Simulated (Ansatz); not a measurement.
# Ir2Rh: the cost of one run

Method: DFT PBE, scalar-relativistic, plane waves, PAW, in Ansatz 0.2.0.

2 further runs of the same task are left out: 1 that didn't finish, 1 set aside as unsound or not needed.

### 1 Starting point

Symmetry: P-3m1, No. 164, trigonal system. Conventional cell: a = 2.741 Å, b = 2.741 Å, c = 13.292 Å, α = 90.00°, β = 90.00°, γ = 120.00°. Ir (site symmetry 3m) is surrounded by 12 Ir at 2.72 to 2.74 Å. Around Ir (site symmetry 3m) lie 3 Rh at 2.71 Å and 9 Ir at 2.72 to 2.74 Å. Around Rh (site symmetry 3m) lie 3 Ir at 2.71 Å and 9 Rh at 2.72 to 2.74 Å.

As a file:

```xyz
6
Lattice="2.7407 0.0000 0.0000 -1.3704 2.3735 0.0000 0.0000 0.0000 13.2918" Properties=species:S:1:pos:R:3 pbc="T T T"
Ir    0.0000    1.5824   12.1742
Ir    0.0000    1.5824    3.3353
Ir    1.3704    0.7912    1.1176
Ir    1.3704    0.7912    9.9565
Rh    0.0000    1.5824    7.7543
Rh    1.3704    0.7912    5.5375
```

The cell was relaxed beforehand at this level, from a generated guess; it needn't be the stable form of this composition. At a tolerance of 0.05 Å it has space group P-3m1 (No. 164); it has 14.41 Å³/atom, an uncorrected energy of +0.05 eV/atom over the elements.

### 2 Static run: bands, density of states and charges

input.yaml

```yaml
crystal:
  lattice:
    - [2.7407272115, 0.0, 0.0]
    - [-1.3703636058, 2.37353939, 0.0]
    - [0.0, 0.0, 13.2917787]
  atoms:
    - { symbol: Ir, position: [0.3333333333, 0.6666666667, 0.915916] }
    - { symbol: Ir, position: [0.3333333333, 0.6666666667, 0.250928] }
    - { symbol: Ir, position: [0.6666666667, 0.3333333333, 0.084084] }
    - { symbol: Ir, position: [0.6666666667, 0.3333333333, 0.749072] }
    - { symbol: Rh, position: [0.3333333333, 0.6666666667, 0.583391] }
    - { symbol: Rh, position: [0.6666666667, 0.3333333333, 0.416609] }
basis:
  ecutwfc: 420
kpoints:
  mp_grid: { grid: [18, 18, 4] }
  band_path:
    path:
      - [[0.0, 0.0, 0.0], [0.5, 0.0, 0.0], [0.33333333, 0.33333333, 0.0], [0.0, 0.0, 0.0], [0.0, 0.0, 0.5], [0.5, 0.0, 0.5], [0.33333333, 0.33333333, 0.5], [0.0, 0.0, 0.5]]
      - [[0.5, 0.0, 0.5], [0.5, 0.0, 0.0]]
      - [[0.33333333, 0.33333333, 0.5], [0.33333333, 0.33333333, 0.0]]
    npoints: 14
hamiltonian:
  xc: pbe
scf:
  occupations: { method: gaussian, width: 0.1 }
  n_extra_bands: 15
output:
  forces: true
  stress: true
  eigenvalues: true
  populations: true
  dos: { projected: true, de: 0.02, nscf_kmesh: { grid: [22, 22, 5] } }
  bader: true
  write_density: true
  write_potential: true
  elf: true
  volumetric_format: npy
```

The run is started by

```sh
> ansatz run input.yaml --threads 4 --pin off --max-ram 8192MiB --backend cpu --events-out ev --progress --plain --runs-dir out
```

**Question.** How long does this run take on 4 threads of Intel Xeon 6975P-C (Granite Rapids), shared host, and how much memory does it need?

About 26 s, with a peak of 1.1 GiB.
